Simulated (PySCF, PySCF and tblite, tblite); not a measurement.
# C₅H₅BF₂: a path driven as rotation about a bond, and NMR exchange

How fast is rotation about a bond in C₅H₅BF₂ (`C#CC/C=C/B(F)F`), and when do the exchanging lines merge?

Programs: PySCF 2.14.0 with density-fitted response routines of our own, and tblite 0.8.0. All values are computed, except where a source is named. Atoms count from 0 throughout.

## (1) The molecule as given

13 atoms, charge 0, multiplicity 1; geometry from: force field or distance geometry start.

Bonds of the start (Å): B5–F6 1.44, B5–F7 1.45, C0–C1 1.22, C0–H8 1.06, C1–C2 1.45, C2–C3 1.50, C2–H10 1.11, C2–H9 1.11, C3–C4 1.35, C3–H11 1.09, C4–B5 1.57, C4–H12 1.08.

## (2) GFN2-xTB relaxation, start minimum

Job settings and geometry (Å):

```
{"job": {"xc": "GFN2-xTB", "basis": "xTB", "kind": "relax"}, "charge": 0, "multiplicity": 1}
C      2.861600    -0.442400     0.391600
C      1.963400     0.254100    -0.060100
C      0.901100     1.084300    -0.586900
C     -0.438900     0.665400    -0.049300
C     -0.992800    -0.515500    -0.379100
B     -2.393100    -0.963900     0.166100
F     -2.941100    -2.232300    -0.236600
F     -3.120800    -0.114300     1.084700
H      3.634200    -1.047800     0.782400
H      0.883100     1.019400    -1.694500
H      1.082700     2.140800    -0.304300
H     -0.965800     1.333500     0.629500
H     -0.478100    -1.180900    -1.057500
```

Started as:

```bash
$ OMP_NUM_THREADS=1 python ens_run.py task.json out
```

The driver reads the study from task.json and runs its stages one after another.

Log:

```text
step      E/eV     max force
  0    -651.03570    3.431
  1    -651.19757    7.813
  2    -651.50997    2.683
  3    -651.58893    0.888
  4    -651.61731    0.470
  5    -651.63239    0.236
  6    -651.63523    0.194
  7    -651.63790    0.120
  8    -651.63854    0.106
  9    -651.63906    0.075
 10    -651.63943    0.052
 11    -651.63960    0.039
 12    -651.63977    0.037
 13    -651.63988    0.031
 14    -651.63997    0.027
 15    -651.64003    0.022
 16    -651.64009    0.022
 17    -651.64015    0.022
 18    -651.64021    0.023
 19    -651.64027    0.026
 20    -651.64033    0.029
 21    -651.64041    0.028
 22    -651.64052    0.038
 23    -651.64062    0.032
 24    -651.64070    0.023
 25    -651.64076    0.023
 26    -651.64083    0.031
 27    -651.64092    0.039
 28    -651.64102    0.034
 29    -651.64112    0.041
 30    -651.64122    0.045
 31    -651.64137    0.050
 32    -651.64155    0.057
 33    -651.64172    0.037
 34    -651.64183    0.025
 35    -651.64194    0.031
 36    -651.64208    0.052
 37    -651.64228    0.058
 38    -651.64248    0.035
 39    -651.64263    0.038
 40    -651.64278    0.040
 41    -651.64295    0.063
 42    -651.64319    0.067
 43    -651.64349    0.051
 44    -651.64384    0.064
 45    -651.64429    0.071
 46    -651.64484    0.092
 47    -651.64530    0.084
 48    -651.64510    0.113
 49    -651.64574    0.035
 50    -651.64586    0.029
 51    -651.64637    0.052
 52    -651.64666    0.052
 53    -651.64715    0.050
 54    -651.64755    0.050
 55    -651.64801    0.050
 56    -651.64859    0.071
 57    -651.64942    0.087
 58    -651.65053    0.112
 59    -651.65170    0.128
 60    -651.65342    0.102
 61    -651.65480    0.088
 62    -651.65576    0.099
 63    -651.65678    0.106
 64    -651.65798    0.093
 65    -651.65901    0.095
 66    -651.66005    0.170
 67    -651.66006    0.397
 68    -651.66112    0.083
 69    -651.66180    0.157
 70    -651.66319    0.282
 71    -651.66560    0.298
 72    -651.66686    0.208
 73    -651.66844    0.143
 74    -651.67081    0.214
 75    -651.67251    0.219
 76    -651.67427    0.135
 77    -651.67510    0.107
 78    -651.67583    0.147
 79    -651.67632    0.082
 80    -651.67702    0.068
 81    -651.67751    0.067
 82    -651.67814    0.067
 83    -651.67871    0.065
 84    -651.67938    0.068
 85    -651.68028    0.106
 86    -651.68132    0.118
 87    -651.68274    0.101
 88    -651.68402    0.099
 89    -651.68531    0.094
 90    -651.68592    0.119
 91    -651.68673    0.096
 92    -651.68715    0.092
 93    -651.68746    0.045
 94    -651.68773    0.033
 95    -651.68793    0.043
 96    -651.68799    0.030
 97    -651.68806    0.022
 98    -651.68812    0.021
 99    -651.68816    0.019
100    -651.68827    0.028
101    -651.68843    0.037
102    -651.68868    0.046
103    -651.68893    0.040
104    -651.68912    0.041
105    -651.68924    0.058
106    -651.68935    0.045
107    -651.68948    0.034
108    -651.68967    0.028
109    -651.68975    0.021
110    -651.68985    0.018
111    -651.68989    0.019
112    -651.68992    0.017
113    -651.68993    0.016
114    -651.68995    0.013
115    -651.68997    0.012
116    -651.68999    0.015
117    -651.69001    0.016
118    -651.69002    0.012
119    -651.69004    0.008
120    -651.69005    0.011
121    -651.69007    0.012
122    -651.69009    0.010
123    -651.69011    0.009
124    -651.69011    0.010
125    -651.69012    0.008
126    -651.69012    0.007
127    -651.69013    0.006
128    -651.69013    0.006
129    -651.69013    0.007
130    -651.69014    0.007
131    -651.69014    0.007
132    -651.69015    0.005
133    -651.69015    0.004
134    -651.69016    0.003
135    -651.69016    0.004
136    -651.69016    0.005
137    -651.69016    0.004
138    -651.69016    0.003
```

It took 0.7 s on 1 thread of Arm Neoverse V1, shared host.

Gain 0.654 eV; displacement 0.66 Å root mean square.

## (3) Relaxed scan, rotation

Job settings and geometry (Å):

```
{"job": {"xc": "GFN2-xTB", "basis": "xTB", "coordinate": [["t", [6, 5, 4, 3], 0.25], ["t", [6, 5, 4, 12], 0.25], ["t", [7, 5, 4, 3], 0.25], ["t", [7, 5, 4, 12], 0.25]], "kind": "drive"}, "charge": 0, "multiplicity": 1}
C      3.064428    -0.006881     0.683589
C      2.113416     0.363194     0.059738
C      0.941038     0.796086    -0.679392
C     -0.305346     0.317140    -0.007363
C     -1.272505    -0.382478    -0.606636
B     -2.546769    -0.858555     0.119988
F     -3.499669    -1.553519    -0.475935
F     -2.787626    -0.605125     1.395485
H      3.908642    -0.325584     1.218008
H      0.996141     0.425655    -1.706307
H      0.935533     1.892088    -0.701777
H     -0.393372     0.567153     1.042202
H     -1.158298    -0.628686    -1.655612
```

Log:

```text
point  coordinate     E/eV
  0    -74.900     -651.67672
  1    -60.100     -651.63915
  2    -45.200     -651.58525
  3    -30.100     -651.53608
  4    -15.000     -651.49513
  5      0.300     -651.47716
  6     15.500     -651.48794
  7     30.700     -651.53804
  8     45.700     -651.58808
  9     60.700     -651.63802
 10     75.500     -651.67023
 11     90.300     -651.67906
```

It took 1.9 s on 1 thread of Arm Neoverse V1, shared host.

The highest point is number 5, 4.6 kcal/mol above the first.

## (4) Nudged elastic band, leg 1

The job, as its differences from that of step 3:

```diff
@@ -1,2 +1,2 @@
-{"job": {"xc": "GFN2-xTB", "basis": "xTB", "coordinate": [["t", [6, 5, 4, 3], 0.25], ["t", [6, 5, 4, 12], 0.25], ["t", [7, 5, 4, 3], 0.25], ["t", [7, 5, 4, 12], 0.25]], "kind": "drive"}, "charge": 0, "multiplicity": 1}
+{"job": {"xc": "GFN2-xTB", "basis": "xTB", "kind": "neb"}, "charge": 0, "multiplicity": 1}
 C      3.064428    -0.006881     0.683589
```

Log:

```text
image   E - E0 / eV
  0       0.0000
  1       0.0819
  2       0.2054
  3       0.1683
  4       0.0775
  5       0.0101
  6       0.0000
```

Wall time 3.2 s (1 thread of Arm Neoverse V1, shared host); peak memory 0.19 GiB.

The highest point is number 2, 4.7 kcal/mol above the first.

## (5) Saddle search, leg 1

Job settings and geometry (Å):

```
{"job": {"xc": "GFN2-xTB", "basis": "xTB", "kind": "saddle"}, "charge": 0, "multiplicity": 1}
C      3.170969    -0.025077     0.700695
C      2.177738     0.328720     0.135342
C      0.956193     0.757740    -0.517708
C     -0.255116     0.187623     0.160248
C     -1.346179    -0.222738    -0.474757
B     -2.628573    -0.812487     0.192525
F     -2.861707    -2.107103     0.280833
F     -3.595946    -0.070553     0.695735
H      4.049712    -0.332226     1.183614
H      0.979288     0.469595    -1.571959
H      0.906137     1.852086    -0.464677
H     -0.192988     0.129592     1.238779
H     -1.359529    -0.155172    -1.558669
```

Log:

```text
step      E/eV     max force
  0    -651.48476   0.0324
  1    -651.48281   0.1562
  2    -651.48392   0.0400
  3    -651.48349   0.0299
  4    -651.48285   0.0974
  5    -651.48315   0.0191
  6    -651.48300   0.0222
  7    -651.48306   0.0439
  8    -651.48340   0.0542
  9    -651.48437   0.0328
 10    -651.48572   0.0333
 11    -651.48693   0.0150
 12    -651.48822   0.0371
 13    -651.48754   0.0066
 14    -651.48826   0.0127
 15    -651.48886   0.0138
 16    -651.48934   0.0079
 17    -651.48975   0.0229
 18    -651.48955   0.0030
lowest wavenumbers (cm-1): -99.1 39.0 75.5 128.8 186.4 288.7
```

Wall time 4.2 s (1 thread of Arm Neoverse V1, shared host); peak memory 0.19 GiB.

Point group C1; 1 imaginary mode, 99i cm⁻¹, carried by F7, C3, F6, H12. Steps downhill from it reached both ends.

## (6) Shieldings, start: PBE0/pcSseg-1

Job settings and geometry (Å):

```
{"job": {"kind": "nmr", "xc": "PBE0", "basis": "pcSseg-1", "pop": false}, "charge": 0, "multiplicity": 1}
C      3.064428    -0.006881     0.683589
C      2.113416     0.363194     0.059738
C      0.941038     0.796086    -0.679392
C     -0.305346     0.317140    -0.007363
C     -1.272505    -0.382478    -0.606636
B     -2.546769    -0.858555     0.119988
F     -3.499669    -1.553519    -0.475935
F     -2.787626    -0.605125     1.395485
H      3.908642    -0.325584     1.218008
H      0.996141     0.425655    -1.706307
H      0.935533     1.892088    -0.701777
H     -0.393372     0.567153     1.042202
H     -1.158298    -0.628686    -1.655612
```

Log:

```text
coarse grid: 11792 points
cycle   1  E = -417.4718324903  dE =  1.057e+00  |g| = 6.854e-01  |ddm| = 3.389e+00
cycle   2  E = -417.4349571556  dE =  3.688e-02  |g| = 8.839e-01  |ddm| = 1.064e+00
cycle   3  E = -417.5563980238  dE = -1.214e-01  |g| = 1.028e-01  |ddm| = 5.232e-01
cycle   4  E = -417.5581784101  dE = -1.780e-03  |g| = 5.637e-02  |ddm| = 1.114e-01
cycle   5  E = -417.5588793825  dE = -7.010e-04  |g| = 2.091e-02  |ddm| = 4.691e-02
cycle   6  E = -417.5589784759  dE = -9.909e-05  |g| = 2.595e-03  |ddm| = 1.619e-02
cycle   7  E = -417.5589799749  dE = -1.499e-06  |g| = 7.393e-04  |ddm| = 2.695e-03
final grid: 117320 points
cycle   8  E = -417.6158178314  dE = -5.986e-05  |g| = 6.324e-03  |ddm| = 3.792e-02
cycle   9  E = -417.6158164899  dE =  1.341e-06  |g| = 6.664e-03  |ddm| = 1.062e-02
cycle  10  E = -417.6158268963  dE = -1.041e-05  |g| = 1.913e-03  |ddm| = 5.771e-03
cycle  11  E = -417.6158277908  dE = -8.944e-07  |g| = 3.538e-04  |ddm| = 1.509e-03
cycle  12  E = -417.6158278187  dE = -2.789e-08  |g| = 1.097e-04  |ddm| = 3.419e-04
cycle  13  E = -417.6158278212  dE = -2.595e-09  |g| = 3.993e-05  |ddm| = 1.106e-04
cycle  14  E = -417.6158278216  dE = -3.613e-10  |g| = 1.014e-05  |ddm| = 3.359e-05
converged SCF energy = -417.6158278216

GIAO shielding tensors (ppm)
atom      isotropic    diamagn.    paramagn.     s11        s22        s33       span
  0 C      108.534     256.435    -147.901     35.098     39.459    251.045    215.947
  1 C      103.573     264.253    -160.679      6.416      8.727    295.577    289.161
  2 C      156.988     246.336     -89.349    143.937    153.896    173.131     29.194
  3 C       17.885     257.611    -239.726   -116.400     18.046    152.008    268.408
  4 C       62.362     257.108    -194.746    -40.685     68.536    159.235    199.920
  5 B       77.082     193.336    -116.254     63.240     81.204     86.802     23.562
  6 F      252.634     465.168    -212.534     97.019    297.008    363.875    266.857
  7 F      264.286     470.241    -205.955     98.255    311.140    383.461    285.206
  8 H       30.134      33.803      -3.669     25.022     25.221     40.160     15.138
  9 H       28.582      28.638      -0.057     24.357     28.380     33.008      8.651
 10 H       28.341      26.698       1.643     23.977     27.418     33.627      9.650
 11 H       24.497      33.013      -8.516     20.573     23.577     29.342      8.769
 12 H       26.014      32.035      -6.020     23.452     24.726     29.865      6.413
```

It took 16 s on 1 thread of Arm Neoverse V1, shared host; peak memory 0.73 GiB.

Key values: HOMO -8.10 eV, LUMO -1.50 eV; dipole 2.38 D.

## (7) Shieldings, saddle of leg 1: PBE0/pcSseg-1

Job settings and geometry (Å):

```
{"job": {"kind": "nmr", "xc": "PBE0", "basis": "pcSseg-1", "pop": false}, "charge": 0, "multiplicity": 1}
C      3.125568    -0.157004     0.615293
C      2.144508     0.308864     0.113963
C      0.938334     0.862935    -0.472846
C     -0.281286     0.293959     0.189174
C     -1.294064    -0.267601    -0.458852
B     -2.588321    -0.859726     0.184192
F     -2.704560    -2.119454     0.554292
F     -3.685186    -0.152851     0.377934
H      3.994380    -0.560282     1.042500
H      0.925733     0.657438    -1.546301
H      0.951837     1.949053    -0.325891
H     -0.290958     0.366354     1.268819
H     -1.235986    -0.321685    -1.542278
```

Log:

```text
coarse grid: 11792 points
cycle   1  E = -417.4594815987  dE =  1.063e+00  |g| = 6.907e-01  |ddm| = 3.395e+00
cycle   2  E = -417.4229512310  dE =  3.653e-02  |g| = 8.930e-01  |ddm| = 1.026e+00
cycle   3  E = -417.5467521307  dE = -1.238e-01  |g| = 9.388e-02  |ddm| = 4.754e-01
cycle   4  E = -417.5482704682  dE = -1.518e-03  |g| = 4.570e-02  |ddm| = 9.720e-02
cycle   5  E = -417.5486706921  dE = -4.002e-04  |g| = 2.286e-02  |ddm| = 4.162e-02
cycle   6  E = -417.5487917193  dE = -1.210e-04  |g| = 2.851e-03  |ddm| = 1.672e-02
cycle   7  E = -417.5487933303  dE = -1.611e-06  |g| = 1.225e-03  |ddm| = 3.160e-03
final grid: 117320 points
cycle   8  E = -417.6054662859  dE = -6.128e-05  |g| = 6.264e-03  |ddm| = 3.877e-02
cycle   9  E = -417.6054656880  dE =  5.980e-07  |g| = 6.446e-03  |ddm| = 1.039e-02
cycle  10  E = -417.6054754580  dE = -9.770e-06  |g| = 1.428e-03  |ddm| = 5.265e-03
cycle  11  E = -417.6054759313  dE = -4.732e-07  |g| = 3.713e-04  |ddm| = 1.139e-03
cycle  12  E = -417.6054759575  dE = -2.626e-08  |g| = 1.693e-04  |ddm| = 3.490e-04
cycle  13  E = -417.6054759644  dE = -6.819e-09  |g| = 4.599e-05  |ddm| = 1.587e-04
cycle  14  E = -417.6054759649  dE = -5.218e-10  |g| = 9.270e-06  |ddm| = 4.407e-05
converged SCF energy = -417.6054759649

GIAO shielding tensors (ppm)
atom      isotropic    diamagn.    paramagn.     s11        s22        s33       span
  0 C      109.190     256.543    -147.353     36.372     40.677    250.519    214.147
  1 C      102.305     264.272    -161.967      4.073      6.946    295.895    291.822
  2 C      156.774     245.822     -89.048    143.130    153.104    174.089     30.959
  3 C       36.926     256.350    -219.424    -86.278     42.120    154.936    241.214
  4 C       62.116     261.645    -199.528    -43.733     71.607    158.476    202.209
  5 B       74.948     192.114    -117.166     55.614     82.381     86.847     31.233
  6 F      233.712     466.647    -232.936     53.562    279.552    368.021    314.459
  7 F      234.256     464.947    -230.691     54.176    280.852    367.740    313.563
  8 H       30.160      33.875      -3.715     25.104     25.216     40.161     15.058
  9 H       28.810      28.860      -0.050     24.697     28.741     32.991      8.294
 10 H       28.371      26.813       1.558     23.774     27.713     33.625      9.851
 11 H       25.534      32.978      -7.444     22.470     24.430     29.703      7.233
 12 H       25.970      32.413      -6.443     23.651     25.323     28.935      5.284
```

Run time: 15 s. Hardware: 1 thread of Arm Neoverse V1, shared host; peak memory 0.82 GiB.

Key values: HOMO -7.94 eV, LUMO -0.46 eV; dipole 1.80 D.

## (8) The path in numbers

Job settings and geometry (Å):

```
{"job": {"smiles": "C#CC/C=C/B(F)F", "charge": 0, "mult": 1, "motion": "rotation", "what": "aryl or vinyl borane", "atoms": [5, 4], "drives": [{"terms": [["t", [6, 5, 4, 3], 0.25], ["t", [6, 5, 4, 12], 0.25], ["t", [7, 5, 4, 3], 0.25], ["t", [7, 5, 4, 12], 0.25]], "by": 180, "n": 12}], "study": "path", "level": {"kind": "nmr", "xc": "PBE0", "basis": "pcSseg-1"}, "fields": [400, 800, 900], "first": 1, "seed": 845, "kind": "path"}, "charge": 0, "multiplicity": 1}
C      3.064428    -0.006881     0.683589
C      2.113416     0.363194     0.059738
C      0.941038     0.796086    -0.679392
C     -0.305346     0.317140    -0.007363
C     -1.272505    -0.382478    -0.606636
B     -2.546769    -0.858555     0.119988
F     -3.499669    -1.553519    -0.475935
F     -2.787626    -0.605125     1.395485
H      3.908642    -0.325584     1.218008
H      0.996141     0.425655    -1.706307
H      0.935533     1.892088    -0.701777
H     -0.393372     0.567153     1.042202
H     -1.158298    -0.628686    -1.655612
```

Log:

```text
stationary points (kcal/mol above the start)
  n  kind          group   xTB      DFT    lowest mode
  0  minimum      C1       0.00     0.00      31.0
  1  saddle       C1       4.63     6.53     -99.1
  2  minimum      C1       0.00     0.00      31.4

GFN2-xTB energies: T/K, barrier G, reaction G (kcal/mol), k forward, k back (1/s)
 150.00     4.45     0.00   2.09e+06    2.1e+06
 200.00     4.54     0.00   9.21e+07   9.28e+07
 250.00     4.64     0.00   9.09e+08   9.16e+08
 298.15     4.76     0.00   4.03e+09   4.06e+09
 350.00     4.90     0.00   1.28e+10   1.29e+10
 400.00     5.04     0.01   2.94e+10   2.96e+10
 500.00     5.35     0.01   9.56e+10   9.62e+10

PBE0/pcSseg-1 + D3(BJ) energies: T/K, barrier G, reaction G (kcal/mol), k forward, k back (1/s)
 150.00     6.35     0.00   3.51e+03   3.54e+03
 200.00     6.44     0.00   7.65e+05    7.7e+05
 250.00     6.55     0.00   1.97e+07   1.98e+07
 298.15     6.66     0.00   1.62e+08   1.63e+08
 350.00     6.80     0.00   8.27e+08   8.32e+08
 400.00     6.94     0.01   2.68e+09    2.7e+09
 500.00     7.25     0.01   1.41e+10   1.42e+10
```

Wall time 44 s (1 thread of Arm Neoverse V1, shared host); peak memory 0.82 GiB. This counts the whole study up to here.

Barriers by level (kcal/mol; entropies in cal/(mol K)). Zero-point and thermal terms come from xTB in every row. ΔG‡ leaves symmetry out; the rate counts equivalent paths (a factor of 2); effective ΔG‡, where given, is the barrier that would give that rate by Eyring's equation alone:

```tsv
level	ΔE‡	with zero-point	ΔH‡	ΔS‡	ΔG‡ (298 K)	ΔE of reaction	k at 298 K (1/s)	effective ΔG‡
GFN2-xTB	4.63	4.31	3.89	-2.9	4.76	0.00	4e+09	4.35
PBE0/pcSseg-1 + D3(BJ)	6.53	6.22	5.79	-2.9	6.66	0.00	1.6e+08	6.25
```

Sites that the driver pairs across this motion, and where their lines would merge (no couplings; faster rotations or exchange between molecules can average them sooner):

```tsv
nucleus	sites: shielding (ppm)	proton frequency (MHz)	spread (Hz)	coalescence (K)	lines at 298 K
19F	F6: 252.6; F7: 264.3	400	4387	158	1
19F	F6: 252.6; F7: 264.3	800	8774	163	1
19F	F6: 252.6; F7: 264.3	900	9871	164	1
```

## (9) Nudged elastic band

Job settings and geometry (Å):

```
{"job": {"start": "idpp", "steps": 12, "xc": "GFN2-xTB", "basis": "xTB", "kind": "neb"}, "charge": 0, "multiplicity": 1}
C      3.064428    -0.006881     0.683589
C      2.113416     0.363194     0.059738
C      0.941038     0.796086    -0.679392
C     -0.305346     0.317140    -0.007363
C     -1.272505    -0.382478    -0.606636
B     -2.546769    -0.858555     0.119988
F     -3.499669    -1.553519    -0.475935
F     -2.787626    -0.605125     1.395485
H      3.908642    -0.325584     1.218008
H      0.996141     0.425655    -1.706307
H      0.935533     1.892088    -0.701777
H     -0.393372     0.567153     1.042202
H     -1.158298    -0.628686    -1.655612
```

Log:

```text
image   E - E0 / eV
  0       0.0000
  1       0.0453
  2       0.1243
  3       0.2370
  4       0.1241
  5       0.0459
  6       0.0000
```

Run time: 0.52 s. Hardware: 1 thread of Arm Neoverse V1, shared host; peak memory 0.33 GiB.

This input is unsound on purpose: too few band steps.

The run did not converge, so its numbers are no properties of the molecule.

## (10) Results

| quantity | value |
| --- | --- |
| barrier (PBE0/pcSseg-1 + D3(BJ)) | ΔE‡ 6.5, ΔG‡(298 K) 6.7 kcal/mol |
| barrier (GFN2-xTB) | ΔE‡ 4.6 kcal/mol |
| rate at 298 K | 1.6e+08 s⁻¹ |
| end of the path | the start, renumbered or mirrored |
| coalescence of 19F F6 | 164 K at 900 MHz |
| stages that failed or stayed incomplete | 1 |

**Reading.** The barrier is 6.5 kcal/mol at the DFT level (xTB: 4.6); with thermal terms and the count of paths the DFT value gives a rate of 1.6e+08 s⁻¹ at 298 K. An error of 1.4 kcal/mol changes that rate tenfold. The 19F lines of F6 and its partners, 9871 Hz apart at 900 MHz, merge at 164 K, so by this path alone the exchange at 298 K is fast for them; other paths were not followed.
